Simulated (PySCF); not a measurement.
# C4H3BO2: the cost of one run

Programs: PySCF 2.14.0, with density-fitted response routines of our own. Each step states its level of theory. These are calculated values for one molecule in the gas phase, unless marked as measured. Atoms count from 0, in the outputs and in this text.

## 1. The starting structure

10 atoms, charge 0, multiplicity 1; geometry from: GFN2-xTB. The atoms were then displaced at random by about 0.01 Å, so the start is not that level's minimum.

Bonds of the start (Å): C0–C1 1.23, C1–C2 1.37, C2–C3 1.16, C3–B4 1.58, B4–O5 1.34, B4–O6 1.35, C0–H7 1.04, O5–H8 0.95, O6–H9 0.95.

## 2. Relaxing the molecule at PBE0-D3(BJ)/def2-SVP

What the job is given:

```
{"job": {"xc": "PBE0", "basis": "def2-SVP", "d3": "d3bj", "grid": 1, "shake": 0.01, "kind": "geom"}, "charge": 0, "multiplicity": 1}
C      3.512180    -0.033260    -0.094950
C      2.281210    -0.010120    -0.103310
C      0.907700    -0.002710    -0.119270
C     -0.251890     0.009740    -0.122420
B     -1.828350    -0.001280    -0.149010
O     -2.534400    -1.137330    -0.270160
O     -2.531190     1.146350    -0.029070
H      4.555620    -0.005200    -0.101940
H     -2.020440    -1.939170    -0.328630
H     -2.040000     1.952050     0.073540
```

The run is started by

```
$ OMP_NUM_THREADS=1 python probes_run.py task.json out
```

This one command runs all jobs of the session in turn.

Q: Estimate the wall time and peak memory of this first job on 1 thread of Arm Neoverse N1, shared host.

About 64 s, with a peak of 0.44 GiB.
